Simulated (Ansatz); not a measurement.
# Cs2CrF6: the cost of one run

Method: DFT PBEsol+U (U_eff = 1 eV on Cr d), plane waves, PAW, in Ansatz 0.2.0.

2 further runs of the same task are left out: 2 that didn't finish.

## 1. The system as given

The structure is cubic, space group Fm-3m (No. 225). Conventional cell: a = 9.022 Å, b = 9.022 Å, c = 9.022 Å, α = 90.00°, β = 90.00°, γ = 90.00°. Cs (site symmetry -43m) has 12 F at 3.23 Å as nearest neighbours. Around Cr (site symmetry m-3m) lie 6 F at 1.73 Å. F (site symmetry 4mm) is surrounded by 1 Cr at 1.73 Å.

Coordinates:

```xyz
9
Lattice="0.0000 4.5110 4.5110 4.5110 0.0000 4.5110 4.5110 4.5110 0.0000" Properties=species:S:1:pos:R:3 pbc="T T T"
Cs    2.2555    2.2555    2.2555
Cs    6.7665    6.7665    6.7665
Cr    0.0000    0.0000    0.0000
F     1.7322    4.5110    4.5110
F     4.5110    1.7322    4.5110
F     7.2898    4.5110    4.5110
F     4.5110    7.2898    4.5110
F     4.5110    4.5110    1.7322
F     4.5110    4.5110    7.2898
```

An earlier series on this cell reached its lowest free state from «ferromagnetic start, free, natural orbitals of the symmetric run filled by rank», perhaps among other starts.

## 2. Ferromagnetic start, free, default search

input.yaml reads:

```yaml
crystal:
  lattice:
    - [0.0, 4.51100025, 4.51100025]
    - [4.51100025, 0.0, 4.51100025]
    - [4.51100025, 4.51100025, 0.0]
  atoms:
    - { symbol: Cs, position: [0.25, 0.25, 0.25] }
    - { symbol: Cs, position: [0.75, 0.75, 0.75] }
    - { symbol: Cr, position: [0.0, 0.0, 0.0], spin: 2.0 }
    - { symbol: F, position: [0.808, 0.192, 0.192] }
    - { symbol: F, position: [0.192, 0.808, 0.192] }
    - { symbol: F, position: [0.192, 0.808, 0.808] }
    - { symbol: F, position: [0.808, 0.192, 0.808] }
    - { symbol: F, position: [0.192, 0.192, 0.808] }
    - { symbol: F, position: [0.808, 0.808, 0.192] }
basis:
  ecutwfc: 420
  ecutrho_ratio: 4
kpoints:
  mp_grid: { grid: [4, 4, 4] }
hamiltonian:
  xc: pbesol
  hubbard: { sites: [{ site: 2, l: d, u_eff: 1.0 }] }
scf:
  occupations: { method: gaussian, width: 0.05 }
output:
  forces: true
  stress: true
  eigenvalues: true
  populations: true
  hubbard: { sites: [{ site: 2, l: d }] }
magnetization:
  spin_polarized: true
```

Launch:

```bash
$ ansatz run input.yaml --threads 4 --pin off --max-ram 6144MiB --backend cpu --events-out ev --progress --plain --runs-dir out
```

What time and memory should one allow on 4 threads of Arm Neoverse V1, shared host?

About 2.4 min, with a peak of 1.7 GiB.
